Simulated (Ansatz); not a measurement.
# Ba2Tl5V3O12 under changes of volume

One of the cells (17.323 Å³/atom); the others are scaled copies at fixed shape and fractional positions:

```
Ba V Tl O
1.0
     4.23698    2.44622    6.12840
    -4.23698    2.44622    6.12840
     0.00000   -4.89244    6.12840
Ba V Tl O
2 3 5 12
Cartesian
  0.0000 0.0000 9.1926
  0.0000 0.0000 0.0000
  0.0000 2.4462 6.1284
  -2.1185 -1.2231 6.1284
  2.1185 -1.2231 6.1284
  0.0000 -2.4462 3.0642
  2.1185 1.2231 3.0642
  -2.1185 1.2231 3.0642
  0.0000 0.0000 13.6133
  0.0000 0.0000 4.7719
  2.6932 -0.0671 7.4143
  -1.2885 2.3659 7.4143
  -1.4047 -2.2988 7.4143
  -1.4047 2.2988 10.9708
  2.6932 0.0671 10.9708
  -1.2884 -2.3659 10.9708
  -2.6932 0.0671 10.9708
  1.2884 -2.3659 10.9708
  1.4047 2.2988 10.9708
  1.4047 -2.2988 7.4143
  -2.6932 -0.0671 7.4143
  1.2885 2.3659 7.4143
```

The cell was built by a generator and needn't be a form met in nature.

```yaml
Program: Ansatz 0.2.0
Functional: PBE
Potentials_or_basis: Ansatz PAW
Cutoff: "420 eV (not typed: the program's choice for these potentials)"
k_mesh: 4 × 4 × 4
Occupations: fermi-dirac, width 0.05 eV
Spin: collinear spin, ferromagnetic start
Starting_moments: "[0.0, 0.0, 2.0, 2.0, 2.0, 0.0, 0.0, 0.0, 0.0, 0.0, 0.0, 0.0, 0.0, 0.0, 0.0, 0.0, 0.0, 0.0, 0.0, 0.0, 0.0, 0.0] μB"
```

```tsv
volume (Å³/atom)	energy over the lowest point (meV/atom)	pressure (GPa)	moment (μB per cell)	largest force (eV/Å)
16.284	20.12	6.6	1.07	0.876
16.630	?	?	?	?
16.977	2.03	2.0	1.09	0.260
17.323	0.00	0.0	1.10	0.017
17.670	2.04	-1.8	1.10	0.274
18.016	7.62	-3.3	1.10	0.514
18.363	16.35	-4.7	1.10	0.738
```

Q: What does the run at 16.630 Å³/atom give?

A: Energy over the lowest point 8.53 meV/atom; pressure 4.2 GPa; moment 1.09 μB per cell; largest force 0.556 eV/Å.

Worked out: A Birch-Murnaghan fit of order 3 (a polynomial in V^(-2/3)) to the other rows has its minimum at 17.32 Å³/atom with B0 = V·E''(V) = 93 GPa and B' = 4.9 at fixed shape and positions, which overstates the stiffness. It gives 8.54 meV/atom at 16.630 Å³/atom, against the run's 8.53, and -dE/dV = 4.1 GPa, against 4.2. A parabola through the other rows of the moment, of slope 0.0305 μB per Å³/atom there, gives 1.08 μB, against the run's 1.09.

Energies are extrapolated to zero smearing.
